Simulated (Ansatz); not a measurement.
Run this with the Ansatz DFT code, driven from Python and show what comes out.

`bh4no.py`:
```python
'''X-H bond energies and deprotonation of BH4NO without relaxation.'''

import ansatz as az


def total_energy(molecule, charge=0, unpaired=0):
    calc = molecule.calculation().basis(gaussian='def2-SVPD').functional('hf')
    if charge:
        calc = calc.charge(charge)
    if unpaired:
        calc = calc.spin('collinear', total=unpaired)
    return calc.run(threads=1).report['free_energy_ev']

def without(molecule, index):
    rest = az.Crystal.molecule()
    for i, site in enumerate(molecule.cartesian_sites):
        if i != index:
            rest = rest.atom(site.symbol, site.position_ang)
    return rest

geometry_ang = [
    ('N', (-0.7524, 0.0958, -0.7484)),
    ('B', (0.2339, 0.1501, 0.3507)),
    ('O', (1.0367, -1.0224, 0.5726)),
    ('H', (-1.4247, -0.5866, -0.5203)),
    ('H', (-1.3004, 1.0494, -0.7444)),
    ('H', (0.3755, 1.1291, 1.0261)),
    ('H', (1.8927, -0.8834, 0.018)),
]
geometry = az.Crystal.molecule()
for symbol, xyz in geometry_ang:
    geometry = geometry.atom(symbol, xyz)

whole = total_energy(geometry, 0)
hydrogen = total_energy(az.Crystal.molecule().atom('H', (0, 0, 0)), 0, 1)
print(f'E(molecule) = {whole:.5f} eV, E(H) = {hydrogen:.5f} eV')
for index in [4, 5, 6]:
    radical = total_energy(without(geometry, index), 0, 1)
    print(f'H{index}: homolysis {23.060548 * (radical + hydrogen - whole):.1f} kcal/mol')
    anion = total_energy(without(geometry, index), -1)
    print(f'H{index}: loss of a proton {23.060548 * (anion - whole):.1f} kcal/mol')
```

Running `python bh4no.py` prints:
```text
E(molecule) = -4252.19279 eV, E(H) = -13.58606 eV
H4: homolysis 82.0 kcal/mol
H4: loss of a proton 406.0 kcal/mol
H5: homolysis 87.9 kcal/mol
H5: loss of a proton 427.2 kcal/mol
H6: homolysis 72.5 kcal/mol
H6: loss of a proton 377.9 kcal/mol
```

Caveats:
- Total energies depend on the basis set; only differences at equal settings carry meaning.
- The geometry is a force-field or estimated start, not a minimum of this method, and the basis set is short of its limit. All parts are taken at fixed geometry, without zero-point energy.
- Hartree-Fock leaves correlation out, so bond, atomisation and ionisation energies come out well too low.
- Finished in 6.2 s on 1 thread of Arm Neoverse V1, on a shared host, peak memory 0.23 GiB.

(Lines on the test bed's own set-up are left out of the output.)
